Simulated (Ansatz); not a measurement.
# TeW: the cost of one run

Method: DFT PBE, scalar-relativistic, plane waves, PAW, unless a step names another level, in Ansatz 0.2.0.

4 further runs of the same task are left out: 4 set aside as unsound or not needed. Runs told in other sessions of the task aren't counted.

### 1 Plan

Pauling electronegativities: Te 2.10, W 2.36 (spread 0.26). No set of common oxidation states balances it. Tabulated atomic sizes suggest about 25 Å³/atom. 32 candidates were drawn, by swapping species into database cells of other compounds, at random by space group and Wyckoff sites, or by hand, as the table says:

```tsv
name	made from	space group no.	Wyckoff sites	atoms (primitive cell)	V (Å³/atom)
c01	database cell of ZnTe	216	Te 4d; W 4a	2	29.5
c02	database cell of TlF	139	Te 2a; W 2b	2	26.2
c03	random	183	Te 1a; W 1a	2	30.6
c04	database cell of TlS	140	Te 4a, 4b; W 8h	8	24.8
c05	random	123	Te 1b; W 1d	2	27.2
c06	random	187	Te 1a; W 1d	2	29.1
c07	random	186	Te 2a; W 2b	4	28.2
c08	database cell of MgCu	51	Te 2f; W 2e	4	27.4
c09	random	156	Te 1b; W 1c	2	30.7
c10	random	123	Te 1c; W 1d	2	25.1
c11	random	191	Te 1b; W 1a	2	28.9
c12	built by hand: ZrCl	166	Te 6c; W 6c	4	22.2
c13	database cell of ZnPt	123	Te 1d; W 1a	2	24.0
c14	random	191	Te 1a, 1b; W 2c	4	26.6
c15	database cell of ZnO	216	Te 4c; W 4a	2	25.9
c16	built by hand: anti-PbO (FeSe)	129	Te 2c; W 2a	4	24.7
c17	random	227	Te 8a; W 8b	4	30.8
c18	random	71	Te 2d; W 2a	2	27.9
c19	database cell of ScS	225	Te 4b; W 4a	2	21.3
c20	database cell of YbIn	221	Te 1b; W 1a	2	29.8
c21	built by hand: NiAs	194	Te 2c; W 2a	4	22.4
c22	database cell of AgPt	187	Te 1b; W 1e	2	22.9
c23	built by hand: W6Te6 wire (Tl2Mo6Se6 without Tl)	176	Te 6h; W 6h	12	24.9
c24	random	187	Te 1f; W 1a	2	30.1
c25	database cell of ZnS	186	Te 2b; W 2b	4	26.6
c26	random	216	Te 4a; W 4d	2	26.6
c27	database cell of WC	187	Te 1a; W 1f	2	21.0
c28	random	216	Te 4c, 4d, 4b, 4a; W 16e	8	29.8
c29	database cell of RhPb	191	Te 2d, 1a; W 3f	6	24.0
c30	random	191	Te 1a, 1b; W 2e	4	31.9
c31	built by hand: MnP	62	Te 4c; W 4c	8	22.3
c32	database cell of CdO	225	Te 4a; W 4b	2	21.0
```

### 2 Screening run of c11

input.yaml

```yaml
crystal:
  lattice:
    - [3.93046678, 0.0, 0.0]
    - [-1.96523339, 3.40388408, 0.0]
    - [0.0, 0.0, 4.31928158]
  atoms:
    - { symbol: Te, position: [0.0, 0.0, 0.5] }
    - { symbol: W, position: [0.0, 0.0, 0.0] }
basis:
  ecutwfc: 420
kpoints:
  mp_grid: { grid: [6, 6, 5] }
hamiltonian:
  xc: pbe
scf:
  occupations: { method: gaussian, width: 0.2 }
  lower_state_search: "off"
output:
  forces: true
  stress: true
  eigenvalues: true
relax:
  adjacent_minimum: "off"
  f_tol: 0.08
  max_steps: 16
  cell: { stress_tol: 0.8 }
```

Started as:

```
ansatz run input.yaml --threads 1 --pin off --max-ram 2560MiB --backend cpu --events-out ev --progress --plain --runs-dir out
```

Q: Estimate wall time and peak memory on 1 thread of Intel Xeon 6975P-C (Granite Rapids), shared host.

About 12 s, with a peak of 0.39 GiB.
